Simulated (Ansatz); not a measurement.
# W16O: the cost of one run

Method: DFT PBE, plane waves, PAW, scalar-relativistic, no spin polarisation, in Ansatz 0.2.0.

1 further run of the same task is left out (it didn't finish).

### Step 1. The system as given

The cell holds 17 atoms (OW16): a = 6.320 Å, b = 6.320 Å, c = 6.320 Å, α = 90.00°, β = 90.00°, γ = 90.00°.

The coordinates stand in the first input below.

### Step 2. Preparing the start

input.yaml reads:

```yaml
accuracy: low
crystal:
  lattice:
    - [6.32, 0.0, 0.0]
    - [0.0, 6.32, 0.0]
    - [0.0, 0.0, 6.32]
  atoms:
    - { symbol: W, position: [0.0, 0.0, 0.0] }
    - { symbol: W, position: [0.5, 0.0, 0.0] }
    - { symbol: W, position: [0.0, 0.5, 0.0] }
    - { symbol: W, position: [0.0, 0.0, 0.5] }
    - { symbol: W, position: [0.25, 0.25, 0.25] }
    - { symbol: W, position: [0.5, 0.5, 0.0] }
    - { symbol: W, position: [0.5, 0.0, 0.5] }
    - { symbol: W, position: [0.75, 0.25, 0.25] }
    - { symbol: W, position: [0.0, 0.5, 0.5] }
    - { symbol: W, position: [0.25, 0.75, 0.25] }
    - { symbol: W, position: [0.25, 0.25, 0.75] }
    - { symbol: W, position: [0.5, 0.5, 0.5] }
    - { symbol: W, position: [0.75, 0.75, 0.25] }
    - { symbol: W, position: [0.75, 0.25, 0.75] }
    - { symbol: W, position: [0.25, 0.75, 0.75] }
    - { symbol: W, position: [0.75, 0.75, 0.75] }
    - { symbol: O, position: [0.6320429, -0.0014056, 0.7401367] }
basis:
  ecutwfc: 420.0
kpoints:
  mp_grid: { grid: [3, 3, 3] }
hamiltonian:
  xc: pbe
  pseudopotentials: { kind: paw, azcp: { folder: soft_1 } }
scf:
  occupations: { method: fermi_dirac, width: 0.05 }
  lower_state_search: "off"
relax:
  f_tol: 0.08
  max_steps: 25
  adjacent_minimum: "off"
```

Launch:

```sh
ansatz run input.yaml --threads 4 --pin off --max-ram 10240MiB --backend cpu --events-out ev --progress --plain --runs-dir out
```

Q: Estimate wall time and peak memory on 4 threads of Arm Neoverse V1, shared host.

About 63 s, with a peak of 1.1 GiB.
